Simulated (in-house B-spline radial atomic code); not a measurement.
**Os⁵⁺: density, ELF and screening along the radius**

Aim: the shell structure of Os⁵⁺ in the radial density, the electron localisation function and the screened nuclear charge, under several settings.

The numbers are computed with in-house B-spline radial atomic code version 1 (several methods, spin-polarised, as named in each step; spherical all-electron atom at the radial basis limit), except any that are marked as measured or tabulated.

**1. Starting point**

- element: osmium (Z = 76)
- charge: +5
- electrons: 71
- configuration: [Kr] 4d10 4f14 5s2 5p5 5d3 6p1
- nucleus: point (non-relativistic runs) or finite (X2C runs)

Outer shells as boxes (Hund's rule):

[Kr] 4d10 4f14 5s2 5p5 5d3 6p1
```
[Kr] core
4d [↑↓][↑↓][↑↓][↑↓][↑↓]
4f [↑↓][↑↓][↑↓][↑↓][↑↓][↑↓][↑↓]
5s [↑↓]
5p [↑↓][↑↓][↑ ]
5d [↑ ][↑ ][↑ ][  ][  ]
6p [↑ ][  ][  ]
```

Where spins are not typed, each open shell is filled with up spins first.

**2. PBE, X2C, [Kr] 4d10 4f14 5s2 5p5 5d3 6p1**

Settings of the run:

```ini
Z = 76
electrons = 71.0
configuration = [Kr] 4d10 4f14 5s2 5p5 5d3 6p1
hamiltonian = x2c
method = pbe,pbe
spin_polarised = True
nucleus = fermi
rms_radius = 5.4126
mass_number = 192
atomic_mass = 191.961478765
speed_of_light = 137.035999084
```

Run with:

```
> python run_scf.py task.json out
```

task.json lists these runs, among others, and the program works through them in turn.

**3. r2SCAN, non-rel., [Xe] 4f14 5d2 6f1**

Settings of the run:

```ini
Z = 76
electrons = 71.0
configuration = [Xe] 4f14 5d2 6f1
hamiltonian = nr
method = r2scan
spin_polarised = True
```

**4. Hartree-Fock, non-rel., [Xe] 4f13 5d3 6f1**

Settings of the run:

```ini
Z = 76
electrons = 71.0
configuration = [Xe] 4f13 5d3 6f1
hamiltonian = nr
method = hf
spin_polarised = True
```

**Question.** How large is the system in each run, where do the shell borders lie, and what is the highest level?

The runs gave:

| run | total energy (hartree) | highest level (eV) | radius holding 50 / 90 / 99 % (bohr) | radius at n = 0.001 (bohr) | ELF minima on the full grid (bohr) |
| --- | --- | --- | --- | --- | --- |
| PBE, X2C, [Kr] 4d10 4f14 5s2 5p5 5d3 6p1 | -17247.4968 | -44.808 | 0.360 / 1.09 / 2.39 | 3.62 | 0.028, 0.10, 0.25, 0.76, 2.3 |
| r2SCAN, non-rel., [Xe] 4f14 5d2 6f1 | -16287.4598 | -19.606 | 0.365 / 1.11 / 4.13 | 4.90 | 0.029, 0.12, 0.30, 0.78, 3.2 |
| Hartree-Fock, non-rel., [Xe] 4f13 5d3 6f1 | -16281.0454 | -21.284 | 0.366 / 1.14 / 4.16 | 4.86 | 0.029, 0.094, 0.30, 0.78, 3.2 |

What this shows: In the first run ELF has 5 minima on the grid, which mark the borders between shells. On the record's full grid the screened charge (r times the electrostatic potential) falls from 75.8 near the nucleus to 5.00 at 8.7 bohr; far out it tends to the net charge, 5. The radius that holds 99 % of the electrons runs from 2.39 bohr (PBE, X2C, [Kr] 4d10 4f14 5s2 5p5 5d3 6p1) to 4.16 bohr (Hartree-Fock, non-rel., [Xe] 4f13 5d3 6f1). The grid is coarse (about 25 % a step), so the places of minima are rough. For X2C runs ELF uses the non-relativistic kinetic energy density, and the fields carry no picture-change correction.
